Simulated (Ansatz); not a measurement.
# Al: the cost of one run

All numbers are computed with the Python package of Ansatz 0.2.0. Level of theory: DFT r2SCAN+D4, plane waves, PAW.

### 1 The system

Symmetry: P6_3/mmc, No. 194, hexagonal system. Conventional cell: a = 2.827 Å, b = 2.827 Å, c = 9.186 Å, α = 90.00°, β = 90.00°, γ = 120.00°. Al (site symmetry -3m) is surrounded by 12 Al at 2.82 to 2.83 Å. Al (site symmetry -6m2) has 12 Al at 2.82 to 2.83 Å as nearest neighbours.

The script holds or builds the structure itself.

### 2 Script

The input, al.py:

```python
import json

import ansatz
from ase import Atoms
from ase.neighborlist import neighbor_list
import matplotlib.pyplot as plt
import numpy as np

def edges_and_angles(cell):
    cell = np.asarray(cell)
    a, b, c = np.linalg.norm(cell, axis=1)
    cosines = cell[1] @ cell[2] / (b * c), cell[0] @ cell[2] / (a * c), cell[0] @ cell[1] / (a * b)
    return (a, b, c, *np.degrees(np.arccos(cosines)))


def main() -> None:
    cell = (
        ansatz.Lattice.from_parameters(2.827077, 2.827077, 9.185993, alpha=90, beta=90, gamma=120)
        .space_group(194)
        .atom('Al', (0.0, 0.0, 0.0))
        .atom('Al', (1 / 3, 2 / 3, 0.25))
    )

    model = (
        cell.calculation()
        .functional('r2scan', dispersion='d4')
        .accuracy('medium')
        .kpoints(length=17)
        .occupations('fermi_dirac', width=0.2)
        .mixing('anderson')
        .scf(tolerance=1e-06, max_iterations=60, lower_state_search='light')
        .relax(force_tolerance=0.01, max_steps=100, max_displacement=0.1, pressure=10 * ansatz.kbar)
    )
    outcome = model.run(threads=1, backend='cpu', events_out='stream.ndjson')
    with open('stream.ndjson') as stream:
        events = [json.loads(line) for line in stream]
    steps = [e['data'] for e in events if e['event'] == 'relax_step']
    summary = outcome.report
    for s in steps:
        flag = '' if s['accepted'] else '  (rejected)'
        print('step %2d  E = %.5f eV  largest force component = %.4f eV/A%s' % (s['step'], s['lagrangian_ev'], s['allowed_force_max_ev_ang'], flag))

    first, last = steps[0], steps[-1]
    symbols = [site.symbol for site in outcome.lattice.sites]
    print(f'energy gained {first["lagrangian_ev"] - last["lagrangian_ev"]:.4f} eV in {len(steps) - 1} steps')
    for label, vectors in (('before', first['cell_ang']), ('after', outcome.lattice.cell_ang)):
        print(label, 'a b c (A) {:.4f} {:.4f} {:.4f}  angles {:.2f} {:.2f} {:.2f}'.format(*edges_and_angles(vectors)), f' V = {abs(np.linalg.det(vectors)):.3f} A^3')
    print('final stress xx yy zz (GPa, compression positive):', np.round(np.diag(summary['stress_gpa']), 3) + 0.0)

    fig, (top, bottom) = plt.subplots(2, 1, sharex=True, figsize=(4.5, 4))
    top.plot([s['lagrangian_ev'] - last['lagrangian_ev'] for s in steps], 'o-')
    top.set_ylabel('E - E(final) (eV)')
    bottom.semilogy([max(s['allowed_force_max_ev_ang'], 1e-6) for s in steps], 's-')
    bottom.set(xlabel='step', ylabel='largest force (eV/A)')
    fig.tight_layout()
    fig.savefig('relax.png', dpi=100)

    final = Atoms(symbols, positions=last['positions_ang'], cell=outcome.lattice.cell_ang, pbc=True)
    i, j, d = neighbor_list('ijd', final, 4.5)
    print('neighbours within 1.2 times the shortest distance of each atom (A)')
    for atom in range(len(final)):
        near = [m for m in np.argsort(d) if i[m] == atom]
        shell = [m for m in near if d[m] < 1.2 * d[near[0]]]
        print(f'{symbols[atom]}{atom} ({len(shell)}):', ', '.join(f'{symbols[j[m]]} {d[m]:.3f}' for m in shell))

    energy = summary['free_energy_ev']
    print('F of the Al cell: {:.6f} eV = {:.6f} Ry = {:.6f} Ha'.format(energy, energy / 13.605693, energy / 27.211386))
    print('Fermi level {:.4f} eV, {} k-points, {} symmetry operations'.format(summary['fermi_energy_ev'], summary['n_kpoints'], summary['n_symmetry_ops']))


if __name__ == '__main__':
    main()
```

### 3 Running it

Launch:

```
python al.py
```

Q: Estimate wall time and peak memory on 1 thread of Arm Neoverse V1, shared host.

About 11 s, with a peak of 0.6 GiB.
